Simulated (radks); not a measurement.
# The Coulomb parameter U of the 4d shell of Nb⁺

The task here is to estimate one member of a computed series from the others.

Program: radks (a radial shooting solver on a logarithmic mesh, Libxc functionals) version 1. Level of theory: Dirac Kohn-Sham, PBE, spin-unpolarised, spherical densities, finite nucleus; open shells are shared between the two j in proportion to 2j + 1. These are calculated values, not measurements, unless marked.

### What is computed

| Item | Value |
| --- | --- |
| element | niobium (Z = 41) |
| charge | +1 |
| electrons | 40 |
| configuration | [Kr] 4d3 5p1 |
| nuclear rms radius | 4.324 fm |

Outer shells as boxes (Hund's rule):

Nb⁺
```
[Kr] core
4d [↑ ][↑ ][↑ ][  ][  ]
5p [↑ ][  ][  ]
```

The first run:

Settings of this run:

```text
Z 41
configuration [Kr] 4d3 5p1
relativity Dirac
functional pbe,pbe
spin unpolarised
j_filling average
nucleus finite rms 4.324 fm
c 137.035999084
```

Command:

```bash
$ python run_ks.py task.json out
```

All runs below come from this command, one after another.

Among the steps run: Start: [Kr] 4d3 5p1.

One of the session's tables, all rows but one given; the rest of the session is left out.

It belongs to the step «Start: [Kr] 4d3 5p1». Radial moments (bohr):

```
level     <r>  outermost maximum (interpolated)  90 % within  nodes
3d5/2  0.4345                             0.336        0.696      0
4s1/2   1.155                              1.03         1.68      3
4p1/2   1.272                              1.11         1.89      2
4p3/2   1.302                              1.13         1.93      2
4d3/2   1.905                              1.44         3.05      1
4d5/2       ?                                 ?            ?      ?
5p1/2   4.000                              3.46         5.89      3
5p3/2   4.082                              3.54         6.00      3
```

Q: Estimate the row for 4d5/2 from the others.

The run gave: <r>: 1.923; outermost maximum (interpolated): 1.45; 90 % within: 3.08; nodes: 1. In the column «<r>» it lies between 4d3/2 (1.905) and 5p1/2 (4.000).
